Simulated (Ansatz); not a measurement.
# SiH4O + HF + H2O: a complex and its separated parts, part 2 of 3

Ansatz 0.2.0, Gaussian basis.

### 11 B3LYP-D4/def2-TZVPP

The inputs:

parta/in.yaml

```yaml
crystal:
  periodic: [false, false, false]
  atoms:
    - {symbol: Si, position_ang: [-1.549246, -0.401758, -0.207121]}
    - {symbol: O, position_ang: [-0.608805, -0.022002, 1.091628]}
    - {symbol: H, position_ang: [-0.768238, -1.375418, -1.003234]}
    - {symbol: H, position_ang: [-2.842264, -1.010902, 0.210116]}
    - {symbol: H, position_ang: [-1.855029, 0.798060, -1.034142]}
    - {symbol: H, position_ang: [-0.956493, 0.602681, 1.728614]}
basis:
  gaussian: {orbitals: def2-TZVPP}
hamiltonian: {xc: {name: B3LYP}, dispersion: d4}
```

partb/in.yaml

```yaml
crystal:
  periodic: [false, false, false]
  atoms:
    - {symbol: H, position_ang: [1.595144, 0.656088, -1.000368]}
    - {symbol: F, position_ang: [1.151299, 0.801530, -1.793051]}
basis:
  gaussian: {orbitals: def2-TZVPP}
hamiltonian: {xc: {name: B3LYP}, dispersion: d4}
```

partc/in.yaml

```yaml
crystal:
  periodic: [false, false, false]
  atoms:
    - {symbol: H, position_ang: [1.202715, 0.126806, 0.886448]}
    - {symbol: O, position_ang: [2.063856, 0.317694, 0.508590]}
    - {symbol: H, position_ang: [2.567061, -0.492680, 0.612621]}
basis:
  gaussian: {orbitals: def2-TZVPP}
hamiltonian: {xc: {name: B3LYP}, dispersion: d4}
```

The same command starts each run, in its folder.

On the command line:

```console
$ ansatz run in.yaml --threads 4 --pin off --events-out ev --progress --plain --max-ram 9574MiB
```

parta printed (excerpt; [...] marks lines left out):

```text
Functional definition: B3LYP
  name "B3LYP"
  cite "Stephens, Devlin, Chabalowski & Frisch, J. Phys. Chem. 98, 11623 (1994) doi:10.1021/j100096a001"
  cite "Becke, Phys. Rev. A 38, 3098 (1988) doi:10.1103/PhysRevA.38.3098"
  cite "Lee, Yang & Parr, Phys. Rev. B 37, 785 (1988) doi:10.1103/PhysRevB.37.785"
  cite "Vosko, Wilk & Nusair, Can. J. Phys. 58, 1200 (1980) doi:10.1139/p80-159"
[...]
678 factors; their error is unknown
[...]
mean field -9992.74276145 eV, -367.2265231588 hartree, gradient 2.1e-5 eV, S^2 0.000000; 0 other end points of the search recorded, 0 dependent functions left out
reference -9992.74297128 eV, -367.2265308701 hartree; 13, 13 occupied and 116, 116 virtual orbitals, 678 factors
Total energy: -9992.84766030 eV, -367.2303781206 hartree
```

Log of partb (excerpt; [...] marks lines left out):

```text
[... 6 set-up lines as earlier in the session ...]
[...]
215 factors; their error is unknown
[...]
mean field -2734.54626018 eV, -100.4927215197 hartree, gradient 1.9e-5 eV, S^2 0.000000; 0 other end points of the search recorded, 0 dependent functions left out
reference -2734.54635103 eV, -100.4927248581 hartree; 5, 5 occupied and 40, 40 virtual orbitals, 215 factors
Total energy: -2734.54934074 eV, -100.4928347281 hartree
```

Output in partc (excerpt; [...] marks lines left out):

```text
[... 6 set-up lines as earlier in the session ...]
[...]
269 factors; their error is unknown
[...]
mean field -2080.76395615 eV, -76.4666649962 hartree, gradient 1.3e-5 eV, S^2 0.000000; 0 other end points of the search recorded, 0 dependent functions left out
reference -2080.76409451 eV, -76.4666700807 hartree; 5, 5 occupied and 54, 54 virtual orbitals, 269 factors
Total energy: -2080.77252033 eV, -76.4669797240 hartree
```

Wall times: 0.6 s (parta), 0.15 s (partb), 0.2 s (partc) on 4 threads of Arm Neoverse V2, shared host.

### 12 r2SCAN0-D4/def2-TZVPP

The same edit goes into each in.yaml of step 11 (parta, partb, partc):

```diff
-hamiltonian: {xc: {name: B3LYP}, dispersion: d4}
+hamiltonian: {xc: {name: r2SCAN0}, dispersion: d4}
```

Each run has its own folder and the same command.

On the command line:

```console
$ ansatz run in.yaml --threads 4 --pin off --events-out ev --progress --plain --max-ram 9574MiB
```

Output in parta (excerpt; [...] marks lines left out):

```text
Functional definition: r2SCAN0
  name "r2SCAN0"
  cite "Bursch, Neugebauer, Ehlert & Grimme, J. Chem. Phys. 156, 134105 (2022) doi:10.1063/5.0086040"
[... 3 set-up lines as earlier in the session ...]
[...]
678 factors; their error is unknown
[...]
mean field -9989.76146411 eV, -367.1169625025 hartree, gradient 1.4e-5 eV, S^2 0.000000; 0 other end points of the search recorded, 0 dependent functions left out
reference -9989.76147239 eV, -367.1169628067 hartree; 13, 13 occupied and 116, 116 virtual orbitals, 678 factors
Total energy: -9989.77850007 eV, -367.1175885626 hartree
```

partb printed (excerpt; [...] marks lines left out):

```text
[... 6 set-up lines as earlier in the session ...]
[...]
215 factors; their error is unknown
[...]
mean field -2732.94545911 eV, -100.4338931654 hartree, gradient 6.6e-5 eV, S^2 0.000000; 0 other end points of the search recorded, 0 dependent functions left out
reference -2732.94546157 eV, -100.4338932559 hartree; 5, 5 occupied and 40, 40 virtual orbitals, 215 factors
Total energy: -2732.94596355 eV, -100.4339117030 hartree
```

Output in partc (excerpt; [...] marks lines left out):

```text
[... 6 set-up lines as earlier in the session ...]
[...]
269 factors; their error is unknown
[...]
mean field -2079.27471118 eV, -76.4119362527 hartree, gradient 2.0e-5 eV, S^2 0.000000; 0 other end points of the search recorded, 0 dependent functions left out
reference -2079.27471528 eV, -76.4119364034 hartree; 5, 5 occupied and 54, 54 virtual orbitals, 269 factors
Total energy: -2079.27611939 eV, -76.4119880036 hartree
```

Wall times: 1.2 s (parta), 0.35 s (partb), 0.4 s (partc) on 4 threads of Arm Neoverse V2, shared host.

### 13 BHLYP-D4/def2-TZVPP

The same edit goes into each in.yaml of step 12 (parta, partb, partc):

```diff
-hamiltonian: {xc: {name: r2SCAN0}, dispersion: d4}
+hamiltonian: {xc: {name: BHLYP}, dispersion: d4}
```

Each run has its own folder and the same command.

On the command line:

```console
$ ansatz run in.yaml --threads 4 --pin off --events-out ev --progress --plain --max-ram 9574MiB
```

Log of parta (excerpt; [...] marks lines left out):

```text
Functional definition: BHLYP
  name "BHLYP"
  cite "Becke, J. Chem. Phys. 98, 1372 (1993) doi:10.1063/1.464304"
[... 2 set-up lines as earlier in the session ...]
[...]
723 factors; their error is unknown
[...]
mean field -9991.01756906 eV, -367.1631235082 hartree, gradient 3.1e-5 eV, S^2 0.000000; 0 other end points of the search recorded, 0 dependent functions left out
reference -9991.01771072 eV, -367.1631287140 hartree; 13, 13 occupied and 116, 116 virtual orbitals, 723 factors
Total energy: -9991.09250263 eV, -367.1658772661 hartree
```

partb printed (excerpt; [...] marks lines left out):

```text
[... 5 set-up lines as earlier in the session ...]
[...]
234 factors; their error is unknown
[...]
mean field -2733.43313226 eV, -100.4518148231 hartree, gradient 1.2e-5 eV, S^2 0.000000; 0 other end points of the search recorded, 0 dependent functions left out
reference -2733.43319280 eV, -100.4518170478 hartree; 5, 5 occupied and 40, 40 virtual orbitals, 234 factors
Total energy: -2733.43492077 eV, -100.4518805495 hartree
```

partc printed (excerpt; [...] marks lines left out):

```text
[... 5 set-up lines as earlier in the session ...]
[...]
295 factors; their error is unknown
[...]
mean field -2079.57892804 eV, -76.4231160161 hartree, gradient 2.0e-5 eV, S^2 0.000000; 0 other end points of the search recorded, 0 dependent functions left out
reference -2079.57901883 eV, -76.4231193526 hartree; 5, 5 occupied and 54, 54 virtual orbitals, 295 factors
Total energy: -2079.58397050 eV, -76.4233013233 hartree
```

Wall times: 0.55 s (parta), 0.15 s (partb), 0.15 s (partc) on 4 threads of Arm Neoverse V2, shared host.

### 14 CAM-B3LYP-D4/def2-TZVPP

Each input of step 13 (parta, partb, partc) changes in the same lines:

```diff
-hamiltonian: {xc: {name: BHLYP}, dispersion: d4}
+hamiltonian: {xc: {name: CAM-B3LYP}, dispersion: d4}
```

Each run has its own folder and the same command.

On the command line:

```console
$ ansatz run in.yaml --threads 4 --pin off --events-out ev --progress --plain --max-ram 9574MiB
```

Log of parta (excerpt; [...] marks lines left out):

```text
Functional definition: CAM-B3LYP
  name "CAM-B3LYP"
  cite "Yanai, Tew & Handy, Chem. Phys. Lett. 393, 51 (2004) doi:10.1016/j.cplett.2004.06.011"
  cite "Iikura, Tsuneda, Yanai & Hirao, J. Chem. Phys. 115, 3540 (2001) doi:10.1063/1.1383587"
[... 2 set-up lines as earlier in the session ...]
[...]
  # Exact exchange under (alpha + beta erf(omega r))/r, Becke's under what is left of 1/r.
[...]
678 factors; their error is unknown
177 factors; integrals over basis functions are off by at most 1.4e-5 eV
[...]
mean field -9991.52637636 eV, -367.1818218314 hartree, gradient 8.3e-5 eV, S^2 0.000000; 0 other end points of the search recorded, 0 dependent functions left out
reference -9991.52647830 eV, -367.1818255776 hartree; 13, 13 occupied and 116, 116 virtual orbitals, 678 factors
Total energy: -9991.57918344 eV, -367.1837624556 hartree
```

Output in partb (excerpt; [...] marks lines left out):

```text
[... 6 set-up lines as earlier in the session ...]
[...]
  # Exact exchange under (alpha + beta erf(omega r))/r, Becke's under what is left of 1/r.
[...]
215 factors; their error is unknown
48 factors; integrals over basis functions are off by at most 4.9e-5 eV
[...]
mean field -2733.85902813 eV, -100.4674662076 hartree, gradient 6.2e-5 eV, S^2 0.000000; 0 other end points of the search recorded, 0 dependent functions left out
reference -2733.85907226 eV, -100.4674678294 hartree; 5, 5 occupied and 40, 40 virtual orbitals, 215 factors
Total energy: -2733.86051259 eV, -100.4675207604 hartree
```

Output in partc (excerpt; [...] marks lines left out):

```text
[... 6 set-up lines as earlier in the session ...]
[...]
  # Exact exchange under (alpha + beta erf(omega r))/r, Becke's under what is left of 1/r.
[...]
269 factors; their error is unknown
72 factors; integrals over basis functions are off by at most 2.4e-5 eV
[...]
mean field -2079.99968966 eV, -76.4385787207 hartree, gradient 1.1e-5 eV, S^2 0.000000; 0 other end points of the search recorded, 0 dependent functions left out
reference -2079.99975709 eV, -76.4385811987 hartree; 5, 5 occupied and 54, 54 virtual orbitals, 269 factors
Total energy: -2080.00382294 eV, -76.4387306158 hartree
```

They took 0.65 s (parta), 0.15 s (partb), 0.2 s (partc) on 4 threads of Arm Neoverse V2, shared host.

### 15 wB97X-V/def2-TZVPP

The same edit goes into each in.yaml of step 14 (parta, partb, partc):

```diff
-hamiltonian: {xc: {name: CAM-B3LYP}, dispersion: d4}
+hamiltonian: {xc: {name: wB97X-V}}
```

The same command starts each run, in its folder.

On the command line:

```console
$ ansatz run in.yaml --threads 4 --pin off --events-out ev --progress --plain --max-ram 9574MiB
```

Log of parta (excerpt; [...] marks lines left out):

```text
Functional definition: wB97X-V
  name "wB97X-V"
  cite "Mardirossian & Head-Gordon, Phys. Chem. Chem. Phys. 16, 9904 (2014) doi:10.1039/C3CP54374A"
[... 2 set-up lines as earlier in the session ...]
[...]
      + integral(e_c_pw_opposite_spin*poly(b97_u_opposite, cos0, cos1)) + vv10(b, c)
678 factors; their error is unknown
163 factors; integrals over basis functions are off by at most 1.4e-5 eV
[...]
mean field -9989.99701301 eV, -367.1256187650 hartree, gradient 4.8e-5 eV, S^2 0.000000; 0 other end points of the search recorded, 0 dependent functions left out
reference -9989.99701129 eV, -367.1256187017 hartree; 13, 13 occupied and 116, 116 virtual orbitals, 678 factors
Total energy: -9989.99701129 eV, -367.1256187017 hartree
```

Log of partb (excerpt; [...] marks lines left out):

```text
[... 5 set-up lines as earlier in the session ...]
[...]
      + integral(e_c_pw_opposite_spin*poly(b97_u_opposite, cos0, cos1)) + vv10(b, c)
215 factors; their error is unknown
48 factors; integrals over basis functions are off by at most 2.2e-5 eV
[...]
mean field -2733.49560703 eV, -100.4541107286 hartree, gradient 1.0e-5 eV, S^2 0.000000; 0 other end points of the search recorded, 0 dependent functions left out
reference -2733.49560644 eV, -100.4541107068 hartree; 5, 5 occupied and 40, 40 virtual orbitals, 215 factors
Total energy: -2733.49560644 eV, -100.4541107068 hartree
```

Output in partc (excerpt; [...] marks lines left out):

```text
[... 5 set-up lines as earlier in the session ...]
[...]
      + integral(e_c_pw_opposite_spin*poly(b97_u_opposite, cos0, cos1)) + vv10(b, c)
269 factors; their error is unknown
69 factors; integrals over basis functions are off by at most 2.2e-5 eV
[...]
mean field -2079.88766886 eV, -76.4344620321 hartree, gradient 2.2e-5 eV, S^2 0.000000; 0 other end points of the search recorded, 0 dependent functions left out
reference -2079.88766796 eV, -76.4344619992 hartree; 5, 5 occupied and 54, 54 virtual orbitals, 269 factors
Total energy: -2079.88766796 eV, -76.4344619992 hartree
```

Wall times: 1.6 s (parta), 0.25 s (partb), 0.35 s (partc) on 4 threads of Arm Neoverse V2, shared host.

### 16 wB97M-V/def2-TZVPP

The same edit goes into each in.yaml of step 15 (parta, partb, partc):

```diff
-hamiltonian: {xc: {name: wB97X-V}}
+hamiltonian: {xc: {name: wB97M-V}}
```

One command serves all of them, each in its own folder.

On the command line:

```console
$ ansatz run in.yaml --threads 4 --pin off --events-out ev --progress --plain --max-ram 9574MiB
```

Log of parta (excerpt; [...] marks lines left out):

```text
Functional definition: wB97M-V
  name "wB97M-V"
  cite "Mardirossian & Head-Gordon, J. Chem. Phys. 144, 214110 (2016) doi:10.1063/1.4952647"
[... 2 set-up lines as earlier in the session ...]
  # Of w^i u^j: cxij and so on, Table III.
[...]
  gx(w, u) = 1 - cx + cx01*u + cx10*w
[...]
      + integral(e_c_pw_mod_opposite_spin*gos(b97_w_opposite, b97_u_opposite)) + vv10(b, c)
678 factors; their error is unknown
163 factors; integrals over basis functions are off by at most 1.4e-5 eV
[...]
mean field -9990.45388934 eV, -367.1424086604 hartree, gradient 4.2e-5 eV, S^2 0.000000; 0 other end points of the search recorded, 0 dependent functions left out
reference -9990.45393151 eV, -367.1424102100 hartree; 13, 13 occupied and 116, 116 virtual orbitals, 678 factors
Total energy: -9990.45393151 eV, -367.1424102100 hartree
```

partb printed (excerpt; [...] marks lines left out):

```text
[... 5 set-up lines as earlier in the session ...]
  # Of w^i u^j: cxij and so on, Table III.
[...]
  gx(w, u) = 1 - cx + cx01*u + cx10*w
[...]
      + integral(e_c_pw_mod_opposite_spin*gos(b97_w_opposite, b97_u_opposite)) + vv10(b, c)
215 factors; their error is unknown
48 factors; integrals over basis functions are off by at most 2.2e-5 eV
[...]
mean field -2733.67553275 eV, -100.4607228769 hartree, gradient 1.2e-5 eV, S^2 0.000000; 0 other end points of the search recorded, 0 dependent functions left out
reference -2733.67554742 eV, -100.4607234159 hartree; 5, 5 occupied and 40, 40 virtual orbitals, 215 factors
Total energy: -2733.67554742 eV, -100.4607234159 hartree
```

Log of partc (excerpt; [...] marks lines left out):

```text
[... 5 set-up lines as earlier in the session ...]
  # Of w^i u^j: cxij and so on, Table III.
[...]
  gx(w, u) = 1 - cx + cx01*u + cx10*w
[...]
      + integral(e_c_pw_mod_opposite_spin*gos(b97_w_opposite, b97_u_opposite)) + vv10(b, c)
269 factors; their error is unknown
69 factors; integrals over basis functions are off by at most 2.2e-5 eV
[...]
mean field -2079.85937749 eV, -76.4334223436 hartree, gradient 2.9e-5 eV, S^2 0.000000; 0 other end points of the search recorded, 0 dependent functions left out
reference -2079.85939950 eV, -76.4334231524 hartree; 5, 5 occupied and 54, 54 virtual orbitals, 269 factors
Total energy: -2079.85939950 eV, -76.4334231524 hartree
```

Times: 1.7 s (parta), 0.3 s (partb), 0.35 s (partc) on 4 threads of Arm Neoverse V2, shared host.

### 17 B2PLYP/def2-TZVPP

The same edit goes into each in.yaml of step 16 (parta, partb, partc):

```diff
-hamiltonian: {xc: {name: wB97M-V}}
+hamiltonian: {xc: {name: B2PLYP}}
```

Each run has its own folder and the same command.

On the command line:

```console
$ ansatz run in.yaml --threads 4 --pin off --events-out ev --progress --plain --max-ram 9574MiB
```

Log of parta (excerpt; [...] marks lines left out):

```text
Functional definition: B2PLYP
  name "B2PLYP"
  cite "Grimme, J. Chem. Phys. 124, 034108 (2006) doi:10.1063/1.2148954"
[... 2 set-up lines as earlier in the session ...]
[...]
746 factors; integrals over basis functions are off by at most 7.5e-4 eV
[...]
mean field -9983.99669898 eV, -366.9051112916 hartree, gradient 2.8e-6 eV, S^2 0.000000; 0 other end points of the search recorded, 0 dependent functions left out
6 core orbitals not correlated: weight in the atoms' cores, before any rotation towards them, 1.000 or more for the frozen orbitals, at most 0.000 for the correlated occupied ones
reference -9983.99683125 eV, -366.9051161522 hartree; 7, 7 occupied and 116, 116 virtual orbitals, 746 factors
second order -12.31558917 eV of doubles, -0.00000000 eV of singles
Total energy: -9987.32204032 eV, -367.0273153318 hartree
```

partb printed (excerpt; [...] marks lines left out):

```text
[... 5 set-up lines as earlier in the session ...]
[...]
287 factors; integrals over basis functions are off by at most 1.0e-3 eV
[...]
mean field -2730.72523230 eV, -100.3523013350 hartree, gradient 1.4e-6 eV, S^2 0.000000; 0 other end points of the search recorded, 0 dependent functions left out
1 core orbitals not correlated: weight in the atoms' cores, before any rotation towards them, 1.000 or more for the frozen orbitals, at most 0.000 for the correlated occupied ones
reference -2730.72528901 eV, -100.3523034189 hartree; 4, 4 occupied and 40, 40 virtual orbitals, 287 factors
second order -8.59405542 eV of doubles, -0.00000000 eV of singles
Total energy: -2733.04568397 eV, -100.4375763609 hartree
```

Output in partc (excerpt; [...] marks lines left out):

```text
[... 5 set-up lines as earlier in the session ...]
[...]
361 factors; integrals over basis functions are off by at most 8.4e-4 eV
[...]
mean field -2077.03829862 eV, -76.3297496070 hartree, gradient 1.2e-6 eV, S^2 0.000000; 0 other end points of the search recorded, 0 dependent functions left out
1 core orbitals not correlated: weight in the atoms' cores, before any rotation towards them, 1.000 or more for the frozen orbitals, at most 0.000 for the correlated occupied ones
reference -2077.03838364 eV, -76.3297527315 hartree; 4, 4 occupied and 54, 54 virtual orbitals, 361 factors
second order -8.41862873 eV of doubles, -0.00000000 eV of singles
Total energy: -2079.31141339 eV, -76.4132850343 hartree
```

They took 0.9 s (parta), 0.2 s (partb), 0.25 s (partc) on 4 threads of Arm Neoverse V2, shared host.

### 18 PBE-QIDH/def2-TZVPP

Each input of step 17 (parta, partb, partc) changes in the same lines:

```diff
-hamiltonian: {xc: {name: B2PLYP}}
+hamiltonian: {xc: {name: PBE-QIDH}}
```

Each run has its own folder and the same command.

On the command line:

```console
$ ansatz run in.yaml --threads 4 --pin off --events-out ev --progress --plain --max-ram 9574MiB
```

parta printed (excerpt; [...] marks lines left out):

```text
Functional definition: PBE-QIDH
  name "PBE-QIDH"
  cite "Brémond, Sancho-García, Pérez-Jiménez & Adamo, J. Chem. Phys. 141, 031101 (2014) doi:10.1063/1.4890314"
[... 1 set-up line as earlier in the session ...]
[...]
746 factors; integrals over basis functions are off by at most 7.5e-4 eV
[...]
mean field -9979.98623289 eV, -366.7577293811 hartree, gradient 3.7e-6 eV, S^2 0.000000; 0 other end points of the search recorded, 0 dependent functions left out
6 core orbitals not correlated: weight in the atoms' cores, before any rotation towards them, 1.000 or more for the frozen orbitals, at most 0.000 for the correlated occupied ones
reference -9979.98624312 eV, -366.7577297571 hartree; 7, 7 occupied and 116, 116 virtual orbitals, 746 factors
second order -11.46619369 eV of doubles, -0.00000000 eV of singles
Total energy: -9983.80830769 eV, -366.8981880392 hartree
```

Log of partb (excerpt; [...] marks lines left out):

```text
[... 4 set-up lines as earlier in the session ...]
[...]
287 factors; integrals over basis functions are off by at most 1.0e-3 eV
[...]
mean field -2728.92248835 eV, -100.2860517167 hartree, gradient 3.9e-6 eV, S^2 0.000000; 0 other end points of the search recorded, 0 dependent functions left out
1 core orbitals not correlated: weight in the atoms' cores, before any rotation towards them, 1.000 or more for the frozen orbitals, at most 0.000 for the correlated occupied ones
reference -2728.92249170 eV, -100.2860518400 hartree; 4, 4 occupied and 40, 40 virtual orbitals, 287 factors
second order -8.07155339 eV of doubles, -0.00000000 eV of singles
Total energy: -2731.61300950 eV, -100.3849265453 hartree
```

Output in partc (excerpt; [...] marks lines left out):

```text
[... 4 set-up lines as earlier in the session ...]
[...]
361 factors; integrals over basis functions are off by at most 8.4e-4 eV
[...]
mean field -2075.58438280 eV, -76.2763191862 hartree, gradient 2.2e-6 eV, S^2 0.000000; 0 other end points of the search recorded, 0 dependent functions left out
1 core orbitals not correlated: weight in the atoms' cores, before any rotation towards them, 1.000 or more for the frozen orbitals, at most 0.000 for the correlated occupied ones
reference -2075.58438829 eV, -76.2763193880 hartree; 4, 4 occupied and 54, 54 virtual orbitals, 361 factors
second order -7.85891041 eV of doubles, -0.00000000 eV of singles
Total energy: -2078.20402509 eV, -76.3725892649 hartree
```

Wall times: 0.9 s (parta), 0.2 s (partb), 0.25 s (partc) on 4 threads of Arm Neoverse V2, shared host.

(Part 2 of 3 ends here.)
